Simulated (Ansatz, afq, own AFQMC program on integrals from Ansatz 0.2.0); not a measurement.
**SiGeS (triplet): quantum Monte Carlo beside coupled cluster at angle Ge1–Si2–S3 = 67.3°, cc-pVDZ**

Aim: compute SiGeS (triplet) with auxiliary-field quantum Monte Carlo on the same integrals as coupled cluster, and set the energies side by side.

Method: cc-pVDZ, frozen cores; program: Ansatz 0.2.0, Gaussian basis, and an in-house AFQMC program (afq) on its integrals; all values are calculated.

To be run: PBE (unrestricted); r2SCAN (unrestricted); PBE0 (unrestricted); B3LYP (unrestricted); wB97M-V (unrestricted); B2PLYP (unrestricted); CCSD(T) on UHF; CCSDT(Q) on UHF; Phaseless AFQMC, CISD trial on UHF; Phaseless AFQMC, single-determinant trial on UHF; Free-projection AFQMC, CISD trial on UHF.

### 1 The geometry

The geometry derives from a PBE0/def2-TZVP stationary point (not a proven minimum). One angle is set to the value named; bond lengths are kept. No spin-orbit coupling is included. The filled d shell of Ge may be among the frozen orbitals whatever the setting's name suggests.

3 atoms, charge 0, spin multiplicity 3.

Atoms are counted from 1 here; the program's logs count them from 0.

Bond lengths: Ge1–Si2 2.313 Å, Ge1–S3 2.375 Å, Si2–S3 1.935 Å. Angles: Si2–Ge1–S3 48.7°, Ge1–Si2–S3 67.3°, Ge1–S3–Si2 64.0°.

### 2 PBE (unrestricted)

in.yaml reads:

```yaml
crystal:
  periodic: [false, false, false]
  atoms:
    - {symbol: Ge, position_ang: [0.483177, 0.000000, 0.839448]}
    - {symbol: Si, position_ang: [-1.442169, 0.000000, -0.442172]}
    - {symbol: S, position_ang: [0.168598, 0.000000, -1.514390]}
basis:
  gaussian: {orbitals: cc-pVDZ}
magnetization: {spin_polarized: true, initial_magnetization: 2}
hamiltonian: {xc: {name: PBE}}
output: {orbitals: {seedname: orbitals}}
```

The run is started by

```
ansatz run in.yaml --threads 1 --pin off --events-out ev --progress --plain --max-ram 1382MiB
```

Output:

```text
Functional definition: PBE
  name "PBE"
  cite "Perdew, Burke & Ernzerhof, Phys. Rev. Lett. 77, 3865 (1996) doi:10.1103/PhysRevLett.77.3865"
  parent pbe
  parameter kappa = 0.804
  parameter beta = 0.06672455060314922
  exchange = pbe_x(kappa = kappa, mu = beta*pi^2/3)
  correlation = pbe_c(beta = beta)
706 factors; integrals over basis functions are off by at most 8.7e-4 eV
mean field evaluation 1: about -75210.7943 eV, gradient 1.5e1 eV
mean field evaluation 2: about -75202.5894 eV, gradient 3.5e1 eV
mean field evaluation 4: about -75212.2790 eV, gradient 2.7e0 eV
mean field evaluation 8: about -75212.3380 eV, gradient 1.2e-1 eV
mean field evaluation 16: about -75212.3381 eV, gradient 5.1e-5 eV
mean field -75212.33810950 eV, -2764.0024447704 hartree, gradient 5.1e-5 eV, S^2 2.005372; 1 other end points of the search recorded, 0 dependent functions left out
reference -75212.33813797 eV, -2764.0024458167 hartree; 32, 30 occupied and 31, 33 virtual orbitals, 706 factors
Total energy: -75212.33813797 eV, -2764.0024458167 hartree
```

Run time: 1.6 s. Hardware: 1 thread of AMD EPYC 9R45 (Zen 5), shared host.

From the report: ⟨S²⟩ of the determinant 2.005 (pure triplet: 2.00).

### 3 r2SCAN (unrestricted)

in.yaml: that of step 2 with these lines changed.

```diff
@@ -9,3 +9,2 @@
 magnetization: {spin_polarized: true, initial_magnetization: 2}
-hamiltonian: {xc: {name: PBE}}
-output: {orbitals: {seedname: orbitals}}
+hamiltonian: {xc: {name: r2SCAN}}
```

Same command.

Output, cut to the lines that bear on the results:

```text
Functional definition: r2SCAN
  name "r2SCAN"
  cite "Furness, Kaplan, Ning, Perdew & Sun, J. Phys. Chem. Lett. 11, 8208 (2020) doi:10.1021/acs.jpclett.0c02405"
  cite "Furness, Kaplan, Ning, Perdew & Sun, J. Phys. Chem. Lett. 11, 9248 (2020) doi:10.1021/acs.jpclett.0c03077"
  parent r2scan
[...]
706 factors; integrals over basis functions are off by at most 8.7e-4 eV
[...]
mean field -75227.62067380 eV, -2764.5640686495 hartree, gradient 8.5e-5 eV, S^2 2.016631; 1 other end points of the search recorded, 0 dependent functions left out
reference -75227.62068300 eV, -2764.5640689875 hartree; 32, 30 occupied and 31, 33 virtual orbitals, 706 factors
Total energy: -75227.62068300 eV, -2764.5640689875 hartree
```

Wall time 3.5 s (1 thread of AMD EPYC 9R45 (Zen 5), shared host).

From the report: ⟨S²⟩ of the determinant 2.017 (pure triplet: 2.00).

### 4 PBE0 (unrestricted)

in.yaml: that of step 3 with these lines changed.

```diff
@@ -9,2 +9,3 @@
 magnetization: {spin_polarized: true, initial_magnetization: 2}
-hamiltonian: {xc: {name: r2SCAN}}
+hamiltonian: {xc: {name: PBE0}}
+output: {orbitals: {seedname: orbitals}}
```

The command is unchanged.

Output:

```text
Functional definition: PBE0
  name "PBE0"
  cite "Adamo & Barone, J. Chem. Phys. 110, 6158 (1999) doi:10.1063/1.478522"
  cite "Perdew, Burke & Ernzerhof, Phys. Rev. Lett. 77, 3865 (1996) doi:10.1103/PhysRevLett.77.3865"
  parent pbe
  parameter a = 0.25
  parameter kappa = 0.804
  parameter beta = 0.06672455060314922
  exchange = (1 - a)*pbe_x(kappa = kappa, mu = beta*pi^2/3) + a*exact_x
  correlation = pbe_c(beta = beta)
706 factors; integrals over basis functions are off by at most 8.7e-4 eV
mean field evaluation 1: about -75214.0836 eV, gradient 1.2e1 eV
mean field evaluation 2: about -75212.2922 eV, gradient 2.0e1 eV
mean field evaluation 4: about -75215.1451 eV, gradient 9.9e-1 eV
mean field evaluation 8: about -75215.2312 eV, gradient 6.0e-2 eV
mean field evaluation 16: about -75215.2315 eV, gradient 6.5e-4 eV
mean field -75215.23145078 eV, -2764.1087731012 hartree, gradient 2.9e-5 eV, S^2 2.013297; 0 other end points of the search recorded, 0 dependent functions left out
reference -75215.23147210 eV, -2764.1087738848 hartree; 32, 30 occupied and 31, 33 virtual orbitals, 706 factors
Total energy: -75215.23147210 eV, -2764.1087738848 hartree
```

Run time: 1.6 s. Hardware: 1 thread of AMD EPYC 9R45 (Zen 5), shared host.

From the report: ⟨S²⟩ of the determinant 2.013 (pure triplet: 2.00).

### 5 B3LYP (unrestricted)

in.yaml: that of step 4 with these lines changed.

```diff
@@ -9,3 +9,2 @@
 magnetization: {spin_polarized: true, initial_magnetization: 2}
-hamiltonian: {xc: {name: PBE0}}
-output: {orbitals: {seedname: orbitals}}
+hamiltonian: {xc: {name: B3LYP}}
```

Same command.

Output, cut to the lines that bear on the results:

```text
Functional definition: B3LYP
  name "B3LYP"
  cite "Stephens, Devlin, Chabalowski & Frisch, J. Phys. Chem. 98, 11623 (1994) doi:10.1021/j100096a001"
  cite "Becke, Phys. Rev. A 38, 3098 (1988) doi:10.1103/PhysRevA.38.3098"
  cite "Lee, Yang & Parr, Phys. Rev. B 37, 785 (1988) doi:10.1103/PhysRevB.37.785"
  cite "Vosko, Wilk & Nusair, Can. J. Phys. 58, 1200 (1980) doi:10.1139/p80-159"
[...]
706 factors; integrals over basis functions are off by at most 8.7e-4 eV
[...]
mean field -75231.39305476 eV, -2764.7027010926 hartree, gradient 6.8e-5 eV, S^2 2.008827; 0 other end points of the search recorded, 0 dependent functions left out
reference -75231.39325093 eV, -2764.7027083019 hartree; 32, 30 occupied and 31, 33 virtual orbitals, 706 factors
Total energy: -75231.39325093 eV, -2764.7027083019 hartree
```

It took 1.5 s on 1 thread of AMD EPYC 9R45 (Zen 5), shared host.

From the report: ⟨S²⟩ of the determinant 2.009 (pure triplet: 2.00).

### 6 wB97M-V (unrestricted)

in.yaml: that of step 5 with these lines changed.

```diff
@@ -9,2 +9,3 @@
 magnetization: {spin_polarized: true, initial_magnetization: 2}
-hamiltonian: {xc: {name: B3LYP}}
+hamiltonian: {xc: {name: wB97M-V}}
+output: {orbitals: {seedname: orbitals}}
```

Launched as before.

Output, cut to the lines that bear on the results:

```text
Functional definition: wB97M-V
  name "wB97M-V"
  cite "Mardirossian & Head-Gordon, J. Chem. Phys. 144, 214110 (2016) doi:10.1063/1.4952647"
  cite "Becke, J. Chem. Phys. 107, 8554 (1997) doi:10.1063/1.475007"
  cite "Vydrov & Van Voorhis, J. Chem. Phys. 133, 244103 (2010) doi:10.1063/1.3521275"
  # Of w^i u^j: cxij and so on, Table III.
[...]
  gx(w, u) = 1 - cx + cx01*u + cx10*w
  gss(w, u) = css00 + css04*u^4 + css10*w + css20*w^2 + css43*w^4*u^3
  gos(w, u) = cos00 + cos10*w + (cos20 + cos21*u)*w^2 + (cos60 + cos61*u)*w^6
[...]
      + integral(e_c_pw_mod_opposite_spin*gos(b97_w_opposite, b97_u_opposite)) + vv10(b, c)
706 factors; integrals over basis functions are off by at most 8.7e-4 eV
194 factors; integrals over basis functions are off by at most 6.8e-6 eV
[...]
mean field -75225.32558443 eV, -2764.4797256707 hartree, gradient 8.0e-5 eV, S^2 2.010706; 2 other end points of the search recorded, 0 dependent functions left out
reference -75225.32561517 eV, -2764.4797268004 hartree; 32, 30 occupied and 31, 33 virtual orbitals, 706 factors
Total energy: -75225.32561517 eV, -2764.4797268004 hartree
```

It took 7 s on 1 thread of AMD EPYC 9R45 (Zen 5), shared host; peak memory 0.32 GiB.

From the report: ⟨S²⟩ of the determinant 2.011 (pure triplet: 2.00).

### 7 B2PLYP (unrestricted)

in.yaml: that of step 6 with these lines changed.

```diff
@@ -9,3 +9,3 @@
 magnetization: {spin_polarized: true, initial_magnetization: 2}
-hamiltonian: {xc: {name: wB97M-V}}
-output: {orbitals: {seedname: orbitals}}
+hamiltonian: {xc: {name: B2PLYP}}
+correlation: {electrons: outside_noble_gas}
```

Same command.

Output, cut to the lines that bear on the results:

```text
Functional definition: B2PLYP
  name "B2PLYP"
  cite "Grimme, J. Chem. Phys. 124, 034108 (2006) doi:10.1063/1.2148954"
  cite "Becke, Phys. Rev. A 38, 3098 (1988) doi:10.1103/PhysRevA.38.3098"
  cite "Lee, Yang & Parr, Phys. Rev. B 37, 785 (1988) doi:10.1103/PhysRevB.37.785"
[...]
706 factors; integrals over basis functions are off by at most 8.7e-4 eV
[...]
mean field -75208.24565229 eV, -2763.8520497419 hartree, gradient 4.0e-6 eV, S^2 2.025546; 0 other end points of the search recorded, 0 dependent functions left out
24 core orbitals not correlated: weight in the atoms' cores, before any rotation towards them, 0.999 or more for the frozen orbitals, at most 0.001 for the correlated occupied ones
reference -75208.24577629 eV, -2763.8520542989 hartree; 8, 6 occupied and 31, 33 virtual orbitals, 706 factors
second order -9.23513029 eV of doubles, -0.00000000 eV of singles
Total energy: -75210.73926147 eV, -2763.9436881890 hartree
```

Run time: 2.2 s. Hardware: 1 thread of AMD EPYC 9R45 (Zen 5), shared host.

From the report: ⟨S²⟩ of the determinant 2.026 (pure triplet: 2.00).

### 8 CCSD(T) on UHF

in.yaml: that of step 7 with these lines changed.

```diff
@@ -9,3 +9,2 @@
 magnetization: {spin_polarized: true, initial_magnetization: 2}
-hamiltonian: {xc: {name: B2PLYP}}
-correlation: {electrons: outside_noble_gas}
+correlation: {method: ccsd_t, electrons: outside_noble_gas, hamiltonian_folder: ham}
```

Launched as before.

Output, cut to the lines that bear on the results:

```text
Functional definition: HF
  name "HF"
  cite "Fock, Z. Phys. 61, 126 (1930) doi:10.1007/BF01340294"
  parent pbe
[...]
706 factors; integrals over basis functions are off by at most 8.7e-4 eV
[...]
mean field -75151.74198944 eV, -2761.7755784315 hartree, gradient 1.7e-6 eV, S^2 2.072587; 2 other end points of the search recorded, 0 dependent functions left out
24 core orbitals not correlated: weight in the atoms' cores, before any rotation towards them, 0.999 or more for the frozen orbitals, at most 0.001 for the correlated occupied ones
reference -75151.74198944 eV, -2761.7755784315 hartree; 8, 6 occupied and 31, 33 virtual orbitals, 706 factors
second order -7.04945425 eV of doubles, -0.00000000 eV of singles
cycle   1  -7.55136958 eV  change   -5.0e-1 eV  update   1.0e-1
[...]
cycle  15  -7.96268277 eV  change   -4.0e-6 eV  update   8.2e-6
perturbative correction -0.37414151 eV, -0.0137494467 hartree
Total energy: -75160.07881371 eV, -2762.0819510728 hartree
```

Wall time 3.6 s (1 thread of AMD EPYC 9R45 (Zen 5), shared host).

From the report: ⟨S²⟩ of the determinant 2.073 (pure triplet: 2.00); correlation -8.3368 eV; T1 0.032; largest double amplitude 0.04.

This run also writes the integrals to the folder ham.

### 9 CCSDT(Q) on UHF

in.yaml: that of step 8 with these lines changed.

```diff
@@ -9,2 +9,2 @@
 magnetization: {spin_polarized: true, initial_magnetization: 2}
-correlation: {method: ccsd_t, electrons: outside_noble_gas, hamiltonian_folder: ham}
+correlation: {method: ccsdt_q, electrons: outside_noble_gas}
```

Launched as before.

Output, cut to the lines that bear on the results:

```text
Functional definition: HF
  name "HF"
  cite "Fock, Z. Phys. 61, 126 (1930) doi:10.1007/BF01340294"
  parent pbe
[...]
1267 factors; integrals over basis functions are off by at most 1.8e-7 eV
[...]
mean field -75151.74217696 eV, -2761.7755853230 hartree, gradient 1.8e-6 eV, S^2 2.072589; 2 other end points of the search recorded, 0 dependent functions left out
24 core orbitals not correlated: weight in the atoms' cores, before any rotation towards them, 0.999 or more for the frozen orbitals, at most 0.001 for the correlated occupied ones
reference -75151.74217696 eV, -2761.7755853230 hartree; 8, 6 occupied and 31, 33 virtual orbitals, 1267 factors
second order -7.04946740 eV of doubles, -0.00000000 eV of singles
cycle   1  -7.55137826 eV  change   -5.0e-1 eV  update   1.2e-1
[...]
cycle  22  -8.37928024 eV  change   -8.9e-7 eV  update   1.2e-6
perturbative correction -0.03563434 eV, -0.0013095379 hartree
Total energy: -75160.15709154 eV, -2762.0848277300 hartree
```

Run time: 26 s. Hardware: 1 thread of AMD EPYC 9R45 (Zen 5), shared host; peak memory 0.59 GiB.

From the report: ⟨S²⟩ of the determinant 2.073 (pure triplet: 2.00); correlation -8.4149 eV; T1 0.036; largest double amplitude 0.06.

### 10 Phaseless AFQMC, CISD trial on UHF

It reads the integrals that the CCSD(T) run on this determinant wrote.

The run is started by

```
afq ham --method phaseless --trial cisd --walkers 60 --populations 1 --least-time 40 --time-step 0.005 --steps-per-block 50 --equilibration-blocks 28 --max-blocks 300 --target-error 0.00045 --factor-cut 1e-05 --start spin_pure --seed 1541 --release-times 0.24,0.51,0.99,1.62,2.4 --release-step 0.03 --release-every 4 --taylor-order 6
```

Output:

```text
orbitals 39  electrons 8 6  factors 319 of 706
reference energy -2761.77557843 Eh
CCSD correlation -0.29262330 Eh in 17 cycles, weight of the determinant in the CISD state 0.8086
energy of the start -2762.063711 Eh
 block  time / (1/Eh)  mean weight  energy / Eh
     1     0.250  0.9991  -2762.058622
     2     0.500  1.0005  -2762.061206
     3     0.750  0.9988  -2762.063144
     4     1.000  1.0018  -2762.070619
     5     1.250  0.9998  -2762.073072
     6     1.500  1.0007  -2762.075349
     7     1.750  0.9991  -2762.080105
     8     2.000  1.0006  -2762.075473
     9     2.250  1.0003  -2762.074273
    10     2.500  0.9982  -2762.080915
    17     4.250  0.9986  -2762.082480
    25     6.250  1.0016  -2762.091403
    33     8.250  1.0015  -2762.075224
    41    10.250  1.0004  -2762.092590
    49    12.250  0.9971  -2762.079057
    57    14.250  1.0001  -2762.079895
    65    16.250  0.9992  -2762.077254
    73    18.250  0.9988  -2762.077058
    81    20.250  0.9996  -2762.087742
    89    22.250  0.9999  -2762.088005
    97    24.250  1.0018  -2762.077852
   105    26.250  0.9993  -2762.086419
   113    28.250  1.0014  -2762.088791
   121    30.250  1.0013  -2762.083056
   129    32.250  1.0002  -2762.082231
   137    34.250  1.0000  -2762.082914
   145    36.250  1.0028  -2762.079405
   153    38.250  1.0013  -2762.087972
   161    40.250  0.9985  -2762.082610
   169    42.250  0.9999  -2762.079552
   177    44.250  1.0002  -2762.097582
   185    46.250  0.9990  -2762.084861
   193    48.250  1.0005  -2762.085452
   201    50.250  1.0003  -2762.084354
   209    52.250  0.9981  -2762.077503
   217    54.250  0.9996  -2762.091689
   225    56.250  1.0007  -2762.088021
   233    58.250  0.9998  -2762.078362
   241    60.250  1.0012  -2762.082874
   249    62.250  0.9998  -2762.085152
   257    64.250  0.9987  -2762.092414
   265    66.250  0.9988  -2762.079072
   273    68.250  1.0004  -2762.082753
   281    70.250  0.9997  -2762.076825
   289    72.250  1.0005  -2762.086390
   297    74.250  0.9980  -2762.081040
   305    76.250  0.9996  -2762.079241
   313    78.250  0.9995  -2762.088833
   321    80.250  0.9981  -2762.084659
blocks merged  error / Eh  count
     1  0.000352  300
     2  0.000437  150
     4  0.000504  75
     8  0.000591  37
    16  0.000579  18
    32  0.000747  9
released: time / (1/Eh)  energy / Eh  error  mean overlap
  0.24  -2762.083960  0.000761  0.9965
  0.51  -2762.083398  0.000665  1.0031
  0.99  -2762.085629  0.000668  0.9803
  1.62  -2762.084919  0.000840  0.9877
  2.40  -2762.083544  0.001134  1.0006
energy -2762.083978 +/- 0.000591 Eh
```

It took 6.2 min on 1 thread of AMD EPYC 9R45 (Zen 5), shared host.

Energy -75160.1340 ± 0.0161 eV. Caveats: constraint bias not in the error.

### 11 Phaseless AFQMC, single-determinant trial on UHF

It reads the integrals that the CCSD(T) run on this determinant wrote.

The run is started by

```
afq ham --method phaseless --trial hf --walkers 120 --populations 1 --least-time 40 --time-step 0.005 --steps-per-block 20 --equilibration-blocks 112 --max-blocks 600 --target-error 0.00135 --factor-cut 1e-05 --start spin_pure --seed 1027 --taylor-order 6
```

Output:

```text
orbitals 39  electrons 8 6  factors 319 of 706
reference energy -2761.77557843 Eh
CCSD correlation -0.29262330 Eh in 17 cycles, weight of the determinant in the CISD state 0.8086
energy of the start -2761.776844 Eh
 block  time / (1/Eh)  mean weight  energy / Eh
     1     0.100  1.0002  -2761.820852
     2     0.200  1.0020  -2761.868797
     3     0.300  1.0003  -2761.897495
     4     0.400  1.0022  -2761.913599
     5     0.500  1.0013  -2761.937622
     6     0.600  1.0003  -2761.959739
     7     0.700  0.9992  -2761.971008
     8     0.800  1.0011  -2761.980777
     9     0.900  1.0011  -2761.997644
    10     1.000  1.0005  -2762.007928
    18     1.800  1.0012  -2762.049440
    35     3.500  0.9997  -2762.066740
    52     5.200  1.0001  -2762.092237
    69     6.900  0.9982  -2762.070502
    86     8.600  1.0004  -2762.099465
   103    10.300  0.9995  -2762.087427
   120    12.000  1.0009  -2762.067851
   137    13.700  0.9998  -2762.097230
   154    15.400  1.0008  -2762.065023
   171    17.100  0.9993  -2762.058381
   188    18.800  1.0003  -2762.079780
   205    20.500  1.0020  -2762.064258
   222    22.200  1.0027  -2762.041311
   239    23.900  0.9998  -2762.075154
   256    25.600  0.9998  -2762.072903
   273    27.300  0.9984  -2762.083253
   290    29.000  1.0003  -2762.108315
   307    30.700  1.0001  -2762.116452
   324    32.400  1.0001  -2762.035037
   341    34.100  1.0025  -2762.081085
   358    35.800  1.0027  -2762.087571
   375    37.500  0.9978  -2762.065619
   392    39.200  0.9994  -2762.051688
   409    40.900  1.0001  -2762.073112
   426    42.600  0.9989  -2762.086405
   443    44.300  0.9999  -2762.089388
   460    46.000  1.0009  -2762.074719
   477    47.700  1.0016  -2762.080102
   494    49.400  0.9988  -2762.084959
   511    51.100  0.9985  -2762.079346
   528    52.800  0.9989  -2762.087290
   545    54.500  0.9995  -2762.104979
   562    56.200  0.9994  -2762.074698
   579    57.900  1.0011  -2762.067755
   596    59.600  1.0028  -2762.106066
   613    61.300  1.0006  -2762.107980
   630    63.000  0.9993  -2762.063157
   647    64.700  1.0002  -2762.084870
   664    66.400  1.0002  -2762.058369
   681    68.100  1.0006  -2762.088558
   698    69.800  1.0002  -2762.077735
blocks merged  error / Eh  count
     1  0.000739  600
     2  0.001005  300
     4  0.001333  150
     8  0.001689  75
    16  0.002070  37
    32  0.002454  18
    64  0.002144  9
energy -2762.081959 +/- 0.002454 Eh
```

Wall time 3.3 min (1 thread of AMD EPYC 9R45 (Zen 5), shared host).

Energy -75160.0790 ± 0.0668 eV. Caveats: constraint bias not in the error; error above the target.

### 12 Free-projection AFQMC, CISD trial on UHF

It reads the integrals that the CCSD(T) run on this determinant wrote.

The run is started by

```
afq ham --method free --trial cisd --walkers 60 --time-step 0.03 --max-blocks 80 --target-error 0.00045 --factor-cut 1e-05 --seed 2408 --times 0,0.21,0.42,0.81,1.2,1.8,2.4,3 --taylor-order 8
```

Output:

```text
orbitals 39  electrons 8 6  factors 319 of 706
reference energy -2761.77557843 Eh
CCSD correlation -0.29262330 Eh in 17 cycles, weight of the determinant in the CISD state 0.8086
repeat  energy at the last time / Eh  error
    10  -2762.088521  0.003347
    20  -2762.088051  0.001852
    30  -2762.086401  0.001630
    40  -2762.085396  0.001382
    50  -2762.085470  0.001272
    60  -2762.085501  0.001108
    70  -2762.085399  0.000980
    80  -2762.085126  0.000882
time / (1/Eh)  energy / Eh  error  mean overlap
  0.00  -2762.068106  0.000306  1.2360
  0.21  -2762.073327  0.000333  1.2400
  0.42  -2762.076392  0.000390  1.2478
  0.81  -2762.079638  0.000404  1.2580
  1.20  -2762.081591  0.000490  1.2653
  1.80  -2762.083522  0.000567  1.2587
  2.40  -2762.083998  0.000745  1.2629
  3.00  -2762.085126  0.000882  1.2417
energy -2762.085126 +/- 0.000882 Eh
```

It took 4 min on 1 thread of AMD EPYC 9R45 (Zen 5), shared host.

Energy -75160.1652 ± 0.0240 eV. Caveats: remainder of the start not in the error; error above the target.

### 13 All levels side by side

On the UHF determinant, counted from CCSDT(Q) (a yardstick, not exact):

```csv
level,energy (eV),from CCSDT(Q) (meV),statistical error (meV),time
HF,-75151.7420,+8415.1,,
MP2,-75158.7914,+1365.6,,
CCSD,-75159.7047,+452.4,,
CCSD(T),-75160.0788,+78.3,,
CCSDT(Q),-75160.1571,0.0,,
"Phaseless AFQMC, CISD trial, step 0.005, 60 walkers",-75160.1340,+23.1,16.1,6.2 min
"Phaseless AFQMC, single-determinant trial, step 0.005, 120 walkers",-75160.0790,+78.1,66.8,3.3 min
"Free-projection AFQMC, CISD trial, step 0.03, 60 walkers",-75160.1652,-8.1,24.0,4 min
```

The functionals' totals stand on their own zeros and serve differences with other points: PBE -75212.338 eV; r2SCAN -75227.621 eV; PBE0 -75215.231 eV; B3LYP -75231.393 eV; wB97M-V -75225.326 eV; B2PLYP -75210.739 eV.

### 14 Results

```
                                                      quantity             value
                                  CCSD(T) on UHF from CCSDT(Q)         +78.3 meV
              Phaseless AFQMC, CISD trial on UHF from CCSDT(Q)  +23.1 ± 16.1 meV
Phaseless AFQMC, single-determinant trial on UHF from CCSDT(Q)  +78.1 ± 66.8 meV
        Free-projection AFQMC, CISD trial on UHF from CCSDT(Q)   -8.1 ± 24.0 meV
```

On UHF the phaseless walk with the CISD trial lies +23.1 meV from CCSDT(Q), within three error bars. Free projection has no constraint; at the last time it gives -8.1 ± 24.0 meV, and from a start that isn't spin pure other spins can mix in. Error bars are statistical and leave out the constraint, the time step and what remains of the start.
